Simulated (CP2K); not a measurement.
# GaGe3 (Pm-3m) in CP2K: reference runs, part 2 of 2

CP2K 2026.2. The steps go on from the part before.

### 6 Single point, PBEsol, 18.80 Å³/atom (volume scaled by 0.96)

File gage3_eos.inp:

```
&GLOBAL
  PROJECT gage3_eos
  RUN_TYPE ENERGY_FORCE
  PRINT_LEVEL LOW
&END GLOBAL
&FORCE_EVAL
  METHOD QS
  STRESS_TENSOR ANALYTICAL
  &DFT
    BASIS_SET_FILE_NAME BASIS_MOLOPT_UZH
    POTENTIAL_FILE_NAME POTENTIAL_UZH
    WFN_RESTART_FILE_NAME previous-RESTART.kp
    &MGRID
      CUTOFF 450
      REL_CUTOFF 60
      NGRIDS 4
    &END MGRID
    &QS
      METHOD GPW
      EPS_DEFAULT 1.0E-10
    &END QS
    &KPOINTS
      SCHEME MONKHORST-PACK 6 6 6
      GAMMA_CENTERED T
      SYMMETRY T
      SYMMETRY_BACKEND SPGLIB
    &END KPOINTS
    &SCF
      SCF_GUESS RESTART
      EPS_SCF 1.0E-6
      MAX_SCF 100
      ADDED_MOS 14
      CHOLESKY OFF
      EPS_EIGVAL 1.0E-7
      &DIAGONALIZATION ON
        ALGORITHM STANDARD
      &END DIAGONALIZATION
      &MIXING ON
        METHOD BROYDEN_MIXING
        ALPHA 0.4
        BETA 1.5
        NBUFFER 8
      &END MIXING
      &SMEAR ON
        METHOD FERMI_DIRAC
        ELECTRONIC_TEMPERATURE 580.23
      &END SMEAR
    &END SCF
    &XC
      &XC_FUNCTIONAL
        &GGA_X_PBE_SOL
        &END GGA_X_PBE_SOL
        &GGA_C_PBE_SOL
        &END GGA_C_PBE_SOL
      &END XC_FUNCTIONAL
    &END XC
    &PRINT
      &KPOINTS ON
      &END KPOINTS
      &MULLIKEN ON
      &END MULLIKEN
      &MO ON
        ENERGIES T
        OCCUPATION_NUMBERS T
        &EACH
          QS_SCF 0
        &END EACH
        ADD_LAST NUMERIC
      &END MO
    &END PRINT
  &END DFT
  &SUBSYS
    &CELL
      ABC 4.2206418035 4.2206418035 4.2206418035
      ALPHA_BETA_GAMMA 90.0000000000 90.0000000000 90.0000000000
      PERIODIC XYZ
    &END CELL
    &COORD
      SCALED
      Ge  0.5000000000 0.5000000000 0.0000000000
      Ge  0.5000000000 0.0000000000 0.5000000000
      Ge  0.0000000000 0.5000000000 0.5000000000
      Ga  0.0000000000 0.0000000000 0.0000000000
    &END COORD
    &KIND Ge
      BASIS_SET TZVP-MOLOPT-PBE-GTH-q4
      POTENTIAL GTH-PBE-q4
    &END KIND
    &KIND Ga
      BASIS_SET TZVP-MOLOPT-PBE-GTH-q13
      POTENTIAL GTH-PBE-q13
    &END KIND
    &PRINT
      &ATOMIC_COORDINATES ON
      &END ATOMIC_COORDINATES
      &CELL ON
      &END CELL
      &SYMMETRY ON
      &END SYMMETRY
    &END PRINT
  &END SUBSYS
  &PRINT
    &FORCES ON
    &END FORCES
    &STRESS_TENSOR ON
    &END STRESS_TENSOR
  &END PRINT
&END FORCE_EVAL
```

Potentials or basis: POTENTIAL_UZH Ge GTH-PBE-q4, Ga GTH-PBE-q13; TZVP-MOLOPT-PBE-GTH basis.

On the command line:

```
$ OMP_NUM_THREADS=1 mpirun -n 3 cp2k.psmp -i gage3_eos.inp -o gage3_eos.out
```

Run time: 19 s. Hardware: 3 MPI ranks of Arm Neoverse V2, shared host.

Results (log left out):

- Free energy: -2344.9411 eV
- Pressure: 1.4 GPa
- Band gap on the k mesh: none (metal or under the smearing width)
- Mulliken charges: Ge -0.10; Ga +0.31 e

Caveat: Mulliken charges move with the basis; the potentials were made for another functional, which shifts forces and pressure; the basis of atomic orbitals isn't converged, which shifts pressures, moduli and gaps.

### 7 Single point, PBEsol, 20.36 Å³/atom (volume scaled by 1.04)

Edit gage3_eos.inp of step 6 so:

```diff
@@ -73,3 +73,3 @@
     &CELL
-      ABC 4.2206418035 4.2206418035 4.2206418035
+      ABC 4.3347680618 4.3347680618 4.3347680618
       ALPHA_BETA_GAMMA 90.0000000000 90.0000000000 90.0000000000
```

On the command line:

```
$ OMP_NUM_THREADS=1 mpirun -n 3 cp2k.psmp -i gage3_eos.inp -o gage3_eos.out
```

Run time: 18 s. Hardware: 3 MPI ranks of Arm Neoverse V2, shared host.

It converged, with:

| Quantity | Value |
| --- | --- |
| Free energy | -2344.8816 eV |
| Pressure | -3.4 GPa |
| Band gap on the k mesh | none (metal or under the smearing width) |
| Mulliken charges | Ge -0.09; Ga +0.28 e |

Caveat: Mulliken charges move with the basis; the potentials were made for another functional, which shifts forces and pressure; the basis of atomic orbitals isn't converged, which shifts pressures, moduli and gaps.

### 8 Single point, PBEsol, 18.40 Å³/atom (volume scaled by 0.94)

Edit gage3_eos.inp of step 7 so:

```diff
@@ -73,3 +73,3 @@
     &CELL
-      ABC 4.3347680618 4.3347680618 4.3347680618
+      ABC 4.1911258602 4.1911258602 4.1911258602
       ALPHA_BETA_GAMMA 90.0000000000 90.0000000000 90.0000000000
```

On the command line:

```
$ OMP_NUM_THREADS=1 mpirun -n 3 cp2k.psmp -i gage3_eos.inp -o gage3_eos.out
```

It took 20 s on 3 MPI ranks of Arm Neoverse V2, shared host.

It converged, with:

```yaml
Free_energy: -2344.9203 eV
Pressure: 2.9 GPa
Band_gap_on_the_k_mesh: none (metal or under the smearing width)
Mulliken_charges: Ge -0.11; Ga +0.32 e
```

Caveat: Mulliken charges move with the basis; the potentials were made for another functional, which shifts forces and pressure; the basis of atomic orbitals isn't converged, which shifts pressures, moduli and gaps.

### 9 Single point, PBEsol, 20.75 Å³/atom (volume scaled by 1.06)

Edit gage3_eos.inp of step 8 so:

```diff
@@ -73,3 +73,3 @@
     &CELL
-      ABC 4.1911258602 4.1911258602 4.1911258602
+      ABC 4.3623787939 4.3623787939 4.3623787939
       ALPHA_BETA_GAMMA 90.0000000000 90.0000000000 90.0000000000
```

Potentials or basis: POTENTIAL_UZH Ge GTH-PBE-q4, Ga GTH-PBE-q13; TZVP-MOLOPT-PBE-GTH basis.

On the command line:

```
$ OMP_NUM_THREADS=1 mpirun -n 3 cp2k.psmp -i gage3_eos.inp -o gage3_eos.out
```

Wall time 10 s (3 MPI ranks of Arm Neoverse V2, shared host).

Results (log left out):

```
Free energy            : -2344.8446 eV
Pressure               : -4.2 GPa
Band gap on the k mesh : none (metal or under the smearing width)
Mulliken charges       : Ge -0.09; Ga +0.27 e
```

Caveat: Mulliken charges move with the basis; the potentials were made for another functional, which shifts forces and pressure; the basis of atomic orbitals isn't converged, which shifts pressures, moduli and gaps.

### 10 Equation of state, PBEsol

Potentials or basis: POTENTIAL_UZH Ge GTH-PBE-q4, Ga GTH-PBE-q13; TZVP-MOLOPT-PBE-GTH basis.

No new run: the results of the series are fitted here.

What came out:

```
Equilibrium volume : 19.04 Å³/atom (rough: see the caveat)
Bulk modulus       : 61 GPa (rough)
```

Energy against volume, from the lowest point:
```csv
volume (Å³/atom),energy (meV/atom)
18.405,5.18
18.796,0.00
19.188,1.48
19.580,3.26
19.971,7.82
20.363,14.86
20.754,24.11
```

Caveat: the fit is doubtful: noisy points or a state that changes with volume; the potentials were made for another functional, which shifts forces and pressure; the basis of atomic orbitals isn't converged, which shifts pressures, moduli and gaps.

### 11 Single point, PBEsol (atoms moved at random, drawn with an rms of 0.05 Å)

File gage3_scf.inp:

```
&GLOBAL
  PROJECT gage3_scf
  RUN_TYPE ENERGY_FORCE
  PRINT_LEVEL LOW
&END GLOBAL
&FORCE_EVAL
  METHOD QS
  STRESS_TENSOR ANALYTICAL
  &DFT
    BASIS_SET_FILE_NAME BASIS_MOLOPT_UZH
    POTENTIAL_FILE_NAME POTENTIAL_UZH
    &MGRID
      CUTOFF 450
      REL_CUTOFF 60
      NGRIDS 5
    &END MGRID
    &QS
      METHOD GPW
      EPS_DEFAULT 1.0E-10
    &END QS
    &KPOINTS
      SCHEME MONKHORST-PACK 6 6 6
      GAMMA_CENTERED T
      SYMMETRY T
      SYMMETRY_BACKEND SPGLIB
    &END KPOINTS
    &SCF
      SCF_GUESS ATOMIC
      EPS_SCF 1.0E-6
      MAX_SCF 100
      ADDED_MOS 14
      CHOLESKY OFF
      EPS_EIGVAL 1.0E-7
      &DIAGONALIZATION ON
        ALGORITHM STANDARD
      &END DIAGONALIZATION
      &MIXING ON
        METHOD BROYDEN_MIXING
        ALPHA 0.4
        BETA 1.5
        NBUFFER 8
      &END MIXING
      &SMEAR ON
        METHOD FERMI_DIRAC
        ELECTRONIC_TEMPERATURE 580.23
      &END SMEAR
    &END SCF
    &XC
      &XC_FUNCTIONAL
        &GGA_X_PBE_SOL
        &END GGA_X_PBE_SOL
        &GGA_C_PBE_SOL
        &END GGA_C_PBE_SOL
      &END XC_FUNCTIONAL
    &END XC
    &PRINT
      &KPOINTS ON
      &END KPOINTS
      &MULLIKEN ON
      &END MULLIKEN
      &MO ON
        ENERGIES T
        OCCUPATION_NUMBERS T
        &EACH
          QS_SCF 0
        &END EACH
        ADD_LAST NUMERIC
      &END MO
      &LOWDIN ON
      &END LOWDIN
      &HIRSHFELD ON
        SHAPE_FUNCTION DENSITY
      &END HIRSHFELD
      &E_DENSITY_CUBE ON
        STRIDE 1
      &END E_DENSITY_CUBE
      &V_HARTREE_CUBE ON
        STRIDE 1
      &END V_HARTREE_CUBE
      &ELF_CUBE ON
        STRIDE 1
      &END ELF_CUBE
    &END PRINT
  &END DFT
  &SUBSYS
    &CELL
      A 4.2784660000 0.0000000000 0.0000000000
      B 0.0000000000 4.2784660000 0.0000000000
      C 0.0000000000 0.0000000000 4.2784660000
      PERIODIC XYZ
    &END CELL
    &COORD
      SCALED
      Ge  0.5006010000 0.4993680000 -0.0079840000
      Ge  0.5150890000 -0.0068830000 0.4946610000
      Ge  0.0124480000 0.4926530000 0.4999670000
      Ga  0.0036790000 0.0065190000 0.0059030000
    &END COORD
    &KIND Ge
      BASIS_SET TZVP-MOLOPT-PBE-GTH-q4
      POTENTIAL GTH-PBE-q4
    &END KIND
    &KIND Ga
      BASIS_SET TZVP-MOLOPT-PBE-GTH-q13
      POTENTIAL GTH-PBE-q13
    &END KIND
    &PRINT
      &ATOMIC_COORDINATES ON
      &END ATOMIC_COORDINATES
      &CELL ON
      &END CELL
    &END PRINT
  &END SUBSYS
  &PRINT
    &FORCES ON
    &END FORCES
    &STRESS_TENSOR ON
    &END STRESS_TENSOR
  &END PRINT
&END FORCE_EVAL
```

On the command line:

```
$ OMP_NUM_THREADS=1 mpirun -n 3 cp2k.psmp -i gage3_scf.inp -o gage3_scf.out
```

Run time: 20 s. Hardware: 3 MPI ranks of Arm Neoverse V2, shared host.

It converged, with:

| Property | Result |
| --- | --- |
| Free energy | -2344.9311 eV |
| Pressure | -1.4 GPa |
| Band gap on the k mesh | none (metal or under the smearing width) |
| Mulliken charges | Ge -0.10; Ga +0.29 e |
| Hirshfeld charges | Ge -0.01; Ga +0.04 e |

Stress tensor (GPa, compression positive):
```
-1.33  0.02 -0.03
 0.02 -1.42  0.01
-0.03  0.01 -1.32
```

Levels at points of the mesh, in eV from the Fermi level:
```tsv
k point	band 11	band 12	band 13	band 14	band 15	band 16
(0.00, 0.00, 0.00)	-3.79	-3.34	2.69	2.71	2.71	3.60
(0.00, 0.00, 0.50)	-1.93	-1.38	-1.35	-0.01	0.18	4.43
(0.00, 0.50, 0.00)	-1.93	-1.37	-1.35	-0.03	0.16	4.44
(0.00, 0.50, 0.50)	-0.20	-0.19	-0.01	0.25	0.30	0.69
(0.50, 0.00, 0.00)	-1.93	-1.37	-1.36	-0.03	0.17	4.44
(0.50, 0.00, 0.50)	-0.19	-0.18	0.01	0.26	0.27	0.68
(0.50, 0.50, 0.00)	-0.18	-0.18	-0.05	0.26	0.31	0.68
(0.50, 0.50, 0.50)	-4.93	-4.93	-4.87	6.84	6.84	6.85
```

Caveat: Mulliken charges move with the basis; the magnetic or orbital state may not be the lowest; the potentials were made for another functional, which shifts forces and pressure; the basis of atomic orbitals isn't converged, which shifts pressures, moduli and gaps.
